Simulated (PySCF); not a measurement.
# C3H9Ga (trimethylgallium): the cost of one run

Computed with PySCF 2.14.0, with density-fitted response routines of our own, on a single molecule in the gas phase. Atoms are numbered from 0 throughout.

### 1 Starting geometry

13 atoms, charge 0, multiplicity 1; geometry from: GFN2-xTB. The atoms were then displaced at random by about 0.01 Å, so the start is not that level's minimum.

Bonds of the start (Å): C0–Ga1 2.02, Ga1–C2 2.03, Ga1–C3 2.02, C0–H4 1.11, C0–H5 1.09, C0–H6 1.11, C2–H7 1.12, C2–H8 1.08, C2–H9 1.12, C3–H10 1.10, C3–H11 1.08, C3–H12 1.14.

### 2 Geometry optimisation at PBE0-D3(BJ)/def2-SVP

The job: settings as JSON, then the geometry in Å.

```
{"job": {"xc": "PBE0", "basis": "def2-SVP", "d3": "d3bj", "grid": 1, "shake": 0.01, "kind": "geom"}, "charge": 0, "multiplicity": 1}
C     -0.661550     1.880710     0.264840
Ga    -0.010650    -0.022270     0.083230
C      1.980830    -0.381880     0.263230
C     -1.290250    -1.538710    -0.280760
H     -0.307940     2.522500    -0.566570
H     -0.342540     2.365820     1.192300
H     -1.764420     1.955270     0.242300
H      2.592890     0.283950    -0.389590
H      2.255640    -1.407400     0.043240
H      2.334390    -0.189560     1.305210
H     -1.718770    -1.490440    -1.290660
H     -0.849500    -2.519820    -0.141750
H     -2.212320    -1.475060     0.386060
```

Run with:

```bash
$ OMP_NUM_THREADS=1 python probes_run.py task.json out
```

One launch serves the whole session: the jobs run in the order shown.

Q: Estimate the wall time and peak memory of this first job on 1 thread of Arm Neoverse N1, shared host.

About 55 s, with a peak of 0.51 GiB.
